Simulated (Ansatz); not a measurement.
Input of an Ansatz 0.2.0 run:

Contents of input.yaml:

```yaml
crystal:
  lattice:
    - [3.0656443612, 0.0, 0.0]
    - [-1.5328221806, 2.6549258957, 0.0]
    - [0.0, 0.0, 5.072194]
  atoms:
    - { symbol: Nb, position: [0.3333333333, 0.6666666667, 0.5] }
    - { symbol: Sc, position: [0.0, 0.0, 0.0] }
hamiltonian:
  xc: pbesol
  pseudopotentials: { kind: paw }
  dispersion: d3bj
kpoints:
  mp_grid: { grid: [10, 10, 5] }
scf:
  occupations: { method: fermi_dirac, width: 0.05 }
output:
  forces: true
  stress: true
  eigenvalues: true
relax:
  f_tol: 0.01
  max_steps: 40
  cell: { stress_tol: 0.05 }
```

Potentials or basis: Ansatz PAW.

Command:

```console
$ ansatz run input.yaml --threads 2 --pin off --max-ram 5632MiB --backend cpu --events-out ev --progress --plain --runs-dir out
```

Q: Predict the relaxed cell.

A: a = 2.980 Å, b = 2.980 Å, c = 4.926 Å, α = 90.00°, β = 90.00°, γ = 120.00°.

Q: What does it give for the space group after relaxing (to 0.05 Å)?

A: P-6m2 (No. 187).

Q: Predict the band gap on the k mesh.

A: None (metal or under the smearing width).

The path:
| step | energy change (eV) | largest force (eV/Å) | volume (Å³) |
| --- | --- | --- | --- |
| 1 | 0.0000 | 0.0000 | 41.28 |
| 2 | -0.0554 | 0.0000 | 35.84 |
| 3 | -0.0964 | 0.0000 | 38.07 |
| 4 | -0.0967 | 0.0000 | 37.88 |
| 5 | -0.0964 | 0.0000 | 37.88 |

Caveat: the plane-wave basis is chosen anew once the cell has moved, so the energies of steps on either side of that aren't comparable; pairwise dispersion overbinds metals, which lowers pressure and volume; the PAW data sets come from PBE, with cores solved anew for the run's functional, which leaves a small shift of forces and pressure.
